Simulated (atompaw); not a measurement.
# A PAW (atompaw) potential for bromine, from input to tests

Task: generate the file, and judge it by its logarithmic derivatives, its ghosts and its cutoff.

The numbers are computed with atompaw 4.2.0.5 (PBE, scalar-relativistic, spin-unpolarised reference atom).

### Step 1. The design

The settings as typed:

```json
{
  "element": "bromine (Br, Z = 35)",
  "type": "PAW",
  "frozen core": "[Ar] 3d10",
  "valence charge": "7",
  "reference configuration": "4s2 4p3 (charge +2)",
  "partial waves": "4s (bound): rc 1.45 bohr; 4s channel at -2.75 Ry: rc 1.45 bohr; 4p (bound): rc 1.45 bohr; 4p channel at -0.85 Ry: rc 1.45 bohr; 4d channel at 0.4 Ry: rc 1.20 bohr",
  "local potential": "vpsmatchnc scheme with l = 3 at 0.5 Ry, radius 1.00 bohr",
  "core correction": "smooth core density matched at 1.20 bohr",
  "augmentation charge": "sinc compensation charge, radius 1.05 bohr; PAW radius 1.45 bohr; waves and projectors: custom rrkj vanderbiltortho"
}
```

The outer shells as boxes (Hund's rule for the drawing; the calculation is spin-unpolarised):

```
[Ar] core
3d [↑↓][↑↓][↑↓][↑↓][↑↓]
4s [↑↓]
4p [↑ ][↑ ][↑ ]
```

The nodes and maxima of the atom's own shells, from an earlier all-electron run, set the scale for the radii.

All-electron outer shells of the reference configuration (PBE, scalar-relativistic, ld1.x):

```tsv
shell	level (eV)	outermost node (bohr)	outermost maximum (bohr)
4s	-41.84	0.67	1.39
4p	-28.23	0.70	1.58
4d	-11.50	0.79	2.39
4f	-4.05	–	5.58
```

### Step 2. Generation

The input, Br.input:

```
Br 35
GGA-PBE scalarrelativistic loggrid 1500 logderivrange -5 5 251
4 4 3 0 0 0
4 1 3
0 0 0
c
c
c
v
c
c
v
c
2
1.45 1.05 1.00 1.20
y
-2.75
n
y
-0.85
n
y
0.4
n
custom rrkj vanderbiltortho sinc
3 0.5 vpsmatchnc
1.45
1.45
1.45
1.45
1.20
PWSCFOUT
UPFDX 0.0125d0 UPFXMIN -7.d0 UPFZMESH 35.d0
END
```

The run is started by

```console
$ atompaw < Br.input > Br.log
```

What does the calculation give? Wanted: cutoffs for 10 and 1 mRy, occupied levels; bound ghosts; largest phase difference near zero energy, channels read; lowest eigenvalue of the overlap; share of valence orbitals outside the PAW sphere; UPF file.

**Answer**, as computed:

| quantity | value |
| --- | --- |
| cutoffs for 10 and 1 mRy, occupied levels | 25 Ry and 40 Ry |
| bound ghosts | s at -1086.23 eV, p at -129.00 eV |
| largest phase difference near zero energy, channels read | 0.021 rad |
| lowest eigenvalue of the overlap (Bessel basis) | 0.161 (s) |
| share of valence orbitals outside the PAW sphere | 4s 57 %, 4p 71 % |
| UPF file | written |

What this shows: A bound ghost (s, p) makes it unfit for use: electrons can fall into a state that the atom doesn't have. By its cutoff, 25 Ry for the looser tolerance, it is soft on the atom at that tolerance. Near zero energy the phases of the channels with partial waves agree within 0.021 rad. These are tests on the free atom; a crystal test is still owed.
